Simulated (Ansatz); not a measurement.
C2H3AlO, SMILES C=[C]1[O][AlH]1, a short molecular-dynamics run

Run with the Python package of Ansatz (0.2.0).

The script, `c2h3alo.py`:
```python
"""A short Born-Oppenheimer trajectory of C2H3AlO."""

import warnings

import ansatz as az
import numpy as np

warnings.simplefilter("ignore", az.DeckWarning)

molecule = (
    az.Crystal.molecule()
    .atom("C", (-0.5298, 0.8395, 0.8951))
    .atom("C", (0.1857, -0.021, 0.2926))
    .atom("O", (1.3388, -0.9257, 0.3524))
    .atom("Al", (0.5772, -0.9731, -1.1689))
    .atom("H", (-0.3561, 1.1962, 1.8751))
    .atom("H", (-1.4256, 1.3196, 0.3562))
    .atom("H", (0.271, -1.5036, -2.6482))
)

calc = (
    molecule.calculation()
    .basis(gaussian="def2-SVP")
    .functional("pbe", dispersion="d4")  # exchange and correlation
    .md("nve", timestep=0.5, steps=20, temperature=200, initial_velocities="maxwell_boltzmann", seed=35)
)
frames = []
calc.session().plan().execute(on_event=lambda e: frames.append(e["data"]) if e["event"] == "md_step" else None)
print("t (fs)   E_pot (eV)      E_kin (eV)   T (K)   d(0-1) (A)")
for f in frames[::3]:
    xyz = np.array(f["positions_ang"])
    print(f"{f['time_fs']:6.2f} {f['lagrangian_ev']:14.5f} {f['e_kin_ev']:10.5f} {f['temperature_k']:8.1f} {np.linalg.norm(xyz[0] - xyz[1]):9.4f}")
kept = np.array([f["conserved_ev"] for f in frames])
print(f"conserved energy moves by at most {1000 * np.ptp(kept):.3f} meV")
```

```console
$ python c2h3alo.py
t (fs)   E_pot (eV)      E_kin (eV)   T (K)   d(0-1) (A)
  0.00   -10750.50481    0.12926    200.0    1.2710
  1.50   -10750.60802    0.23164    358.4    1.2877
  3.00   -10750.75637    0.37851    585.7    1.3143
  4.50   -10750.77835    0.40162    621.4    1.3444
  6.00   -10750.78308    0.40684    629.5    1.3724
  7.50   -10750.83436    0.45749    707.9    1.3940
  9.00   -10750.86086    0.48404    748.9    1.4068
conserved energy moves by at most 2.373 meV
```

Total energies depend on the basis set; only differences at equal settings carry meaning. The trajectory is only some femtoseconds long, so its temperature is not equilibrated; where the script doesn't relax first, it starts from a rough generated geometry. The temperature counts the internal degrees of freedom alone. Hardware and time: 40 s on 1 thread of Arm Neoverse V1, with other jobs on the host, peak memory 0.2 GiB.

(Lines on the test bed's own set-up are left out of the output.)
